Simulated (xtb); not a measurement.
# One shape, several levels: C2H8OSi (dimethylsilanol)

Aim: a comparison of 4 runs (GFN-FF, GFN2-xTB, GFN0-xTB, GFN1-xTB) of C2H8OSi (dimethylsilanol). 

Program for the calculation: xtb 6.7.1.

3 further runs of the same task are left out: 1 that didn't finish, 2 set aside as unsound or not needed.

### 1 The system as given

C2H8OSi has 12 atoms, charge 0, and is taken as a singlet. As SMILES, `C[SiH](C)O`. The coordinates come from a GFN2-xTB relaxation. This is one conformer, not always the lowest.

Bond lengths: C1–Si2 1.893 Å, Si2–C3 1.902 Å, Si2–O4 1.634 Å, C1–H5 1.085 Å, C1–H6 1.085 Å, C1–H7 1.086 Å, Si2–H8 1.471 Å, C3–H9 1.085 Å, C3–H10 1.087 Å, C3–H11 1.087 Å, O4–H12 0.952 Å. Some angles: C1–Si2–C3 111.5°, C1–Si2–O4 104.0°, C3–Si2–O4 111.2°, C1–Si2–H8 111.8°, C3–Si2–H8 109.0°, O4–Si2–H8 109.4°, Si2–C1–H5 110.9°, Si2–C1–H6 111.2°, Si2–C1–H7 111.4°, Si2–C3–H9 111.4°.

### 2 Energy and gradient at GFN-FF (run 1)

File mol.coord:

```
$coord
     -1.795542174574      1.280176065866     -2.329975619880  c
     -0.776072724861     -0.409881596431      0.653826341859  si
      2.609541702757      0.409484753945      1.539994510741  c
     -1.052067225363     -3.402130633948     -0.053384763021  o
     -3.704921450896      0.748331545352     -2.854412413986  h
     -1.757218528767      3.315297718521     -2.080040442637  h
     -0.568656385422      0.817911261261     -3.908596132608  h
     -2.440940337918      0.188651359021      2.797758424770  h
      2.817600549078      2.410496850050      1.935608674932  h
      3.219847651966     -0.609909106723      3.215557973663  h
      3.915531427486     -0.057598852279      0.024925487584  h
     -0.467102503485     -4.690829364636      1.058756855844  h
$end
```

Command:

```console
$ xtb --gff --grad -P 1 -- mol.coord > mol.out 2> xtb.err
```

The log of the run:

```text
* xtb version 6.7.1
[...]
         ::                     SUMMARY                     ::
         :::::::::::::::::::::::::::::::::::::::::::::::::::::
         :: total energy              -1.539430951676 Eh    ::
         :: gradient norm              0.043327587201 Eh/a0 ::
         ::.................................................::
         :: bond energy               -1.553651350782 Eh    ::
         :: angle energy               0.012613527267 Eh    ::
         :: torsion energy             0.000031790443 Eh    ::
         :: repulsion energy           0.078476840063 Eh    ::
         :: electrostat energy        -0.071785117907 Eh    ::
         :: dispersion energy         -0.004977553004 Eh    ::
         :: HB energy                  0.000000000000 Eh    ::
         :: XB energy                  0.000000000000 Eh    ::
         :: bonded atm energy         -0.000139087756 Eh    ::
         :: external energy            0.000000000000 Eh    ::
         :: add. restraining           0.000000000000 Eh    ::
         :: total charge               0.000000000000 e     ::
[...]
molecular dipole:
                 x           y           z       tot (Debye)
 q only:        0.258       0.449       0.287       1.505
           -------------------------------------------------
          | TOTAL ENERGY               -1.539430951676 Eh   |
          | GRADIENT NORM               0.043327587201 Eh/α |
           -------------------------------------------------
########################################################################
[WARNING] Runtime exception occurred
-1- gfnff_setup: Could not read topology file.
########################################################################
[...]
```

Standard error:

```text
normal termination of xtb
```

Run time: 0.014 s. Hardware: 1 thread of Arm Neoverse V1, shared host.

### 3 Energy and forces at GFN2-xTB (run 2)

File input.xyz:

```xyz
12

C     -0.95016000     0.67744000    -1.23297000
Si    -0.41068000    -0.21690000     0.34599000
C      1.38091000     0.21669000     0.81493000
O     -0.55673000    -1.80033000    -0.02825000
H     -1.96056000     0.39600000    -1.51049000
H     -0.92988000     1.75438000    -1.10071000
H     -0.30092000     0.43282000    -2.06834000
H     -1.29169000     0.09983000     1.48051000
H      1.49101000     1.27558000     1.02428000
H      1.70387000    -0.32275000     1.70160000
H      2.07201000    -0.03048000     0.01319000
H     -0.24718000    -2.48228000     0.56027000
```

Command:

```console
$ xtb input.xyz --gfn 2 -c 0 --json --grad --parallel 1 > xtb.out
```

The log of the run:

```text
* xtb version 6.7.1
[...]
          :  # basis functions                  30          :
[...]
          :  # electrons                        26          :
[...]
          :  Hamiltonian                  GFN2-xTB          :
[...]
          :  net charge                          0          :
          :  unpaired electrons                  0          :
[...]
   *** convergence criteria satisfied after 11 iterations ***
[...]
         ::                     SUMMARY                     ::
         :::::::::::::::::::::::::::::::::::::::::::::::::::::
         :: total energy             -14.191443117586 Eh    ::
         :: gradient norm              0.000658778800 Eh/a0 ::
         :: HOMO-LUMO gap              6.942173492634 eV    ::
         ::.................................................::
         :: SCC energy               -14.359768145617 Eh    ::
         :: -> isotropic ES            0.041268370072 Eh    ::
         :: -> anisotropic ES          0.005457216130 Eh    ::
         :: -> anisotropic XC          0.004355791640 Eh    ::
         :: -> dispersion             -0.005845550207 Eh    ::
         :: repulsion energy           0.168325028031 Eh    ::
         :: add. restraining           0.000000000000 Eh    ::
         :: total charge              -0.000000000000 e     ::
         :::::::::::::::::::::::::::::::::::::::::::::::::::::
[...]
        13        2.0000           -0.3899554             -10.6112 (HOMO)
        14                         -0.1348352              -3.6691 (LUMO)
[...]
          | TOTAL ENERGY              -14.191443117586 Eh   |
          | GRADIENT NORM               0.000658778800 Eh/α |
          | HOMO-LUMO GAP               6.942173492634 eV   |
           -------------------------------------------------
[...]
```

Standard error:

```text
normal termination of xtb
```

Run time: 0.026 s. Hardware: 1 thread of Arm Neoverse V1, shared host.

Run 3 isn't shown in full; the table further down has it.

### 4 Energy and gradient at GFN1-xTB (run 4)

File start.xyz:

```xyz
12

C     -0.950160     0.677440    -1.232970
Si    -0.410680    -0.216900     0.345990
C      1.380910     0.216690     0.814930
O     -0.556730    -1.800330    -0.028250
H     -1.960560     0.396000    -1.510490
H     -0.929880     1.754380    -1.100710
H     -0.300920     0.432820    -2.068340
H     -1.291690     0.099830     1.480510
H      1.491010     1.275580     1.024280
H      1.703870    -0.322750     1.701600
H      2.072010    -0.030480     0.013190
H     -0.247180    -2.482280     0.560270
```

Command:

```console
$ xtb start.xyz --json --gfn 1 --grad --chrg 0 | tee start.out
```

The log of the run:

```text
* xtb version 6.7.1
[...]
          :  # basis functions                  38          :
[...]
          :  # electrons                        26          :
[...]
          :  Hamiltonian                  GFN1-xTB          :
[...]
          :  net charge                          0          :
          :  unpaired electrons                  0          :
[...]
   *** convergence criteria satisfied after 10 iterations ***
[...]
         ::                     SUMMARY                     ::
         :::::::::::::::::::::::::::::::::::::::::::::::::::::
         :: total energy             -15.176425290559 Eh    ::
         :: gradient norm              0.029151809643 Eh/a0 ::
         :: HOMO-LUMO gap              7.290436552482 eV    ::
         ::.................................................::
         :: SCC energy               -15.343246776939 Eh    ::
         :: -> electrostatic           0.038131551149 Eh    ::
         :: repulsion energy           0.170346994425 Eh    ::
         :: dispersion energy         -0.003525508046 Eh    ::
         :: halogen bond corr.         0.000000000000 Eh    ::
         :: add. restraining           0.000000000000 Eh    ::
         :: total charge              -0.000000000000 e     ::
         :::::::::::::::::::::::::::::::::::::::::::::::::::::
[...]
        13        2.0000           -0.4206390             -11.4462 (HOMO)
        14                         -0.1527204              -4.1557 (LUMO)
[...]
          | TOTAL ENERGY              -15.176425290559 Eh   |
          | GRADIENT NORM               0.029151809643 Eh/α |
          | HOMO-LUMO GAP               7.290436552482 eV   |
           -------------------------------------------------
[...]
```

Standard error:

```text
normal termination of xtb
```

It took 0.026 s on 1 thread of Arm Neoverse V1, shared host.

### 5 The series

| run | level | energy (Eh) | dipole moment (D) | dispersion energy (kJ/mol) | largest force (eV/Å) | wall time |
| --- | --- | --- | --- | --- | --- | --- |
| 1 | GFN-FF | -1.539431 | 1.50 | -13.07 | 1.354 | 0.014 s |
| 2 | GFN2-xTB | -14.191443 | 1.26 | -15.35 | 0.022 | 0.026 s |
| 3 | GFN0-xTB | -13.759058 | 1.19 | -7.05 | 0.763 | 0.022 s |
| 4 | GFN1-xTB | -15.176425 | 1.77 | -9.26 | 0.716 | 0.026 s |

### 6 What came out

| quantity | value |
| --- | --- |
| run 4: total energy | -15.17643 Eh |
| run 4: dipole moment | 1.77 D |
| run 4: HOMO energy | -11.45 eV |
| run 4: LUMO energy | -4.16 eV |
| run 4: HOMO–LUMO gap | 7.29 eV |
| run 4: dispersion energy | -9.26 kJ/mol |
| run 4: largest force on an atom | 0.716 eV/Å |

In words: The dipole moment (its size) runs from 1.19 D (GFN0-xTB) to 1.77 D (GFN1-xTB). Over runs 2, 3, 4 the HOMO–LUMO gap runs from 6.37 eV (GFN0-xTB) to 7.29 eV (GFN1-xTB). Force-field and semi-empirical energies have zeros of their own, so their totals don't compare. All runs together took 0.088 s, the longest 0.026 s.
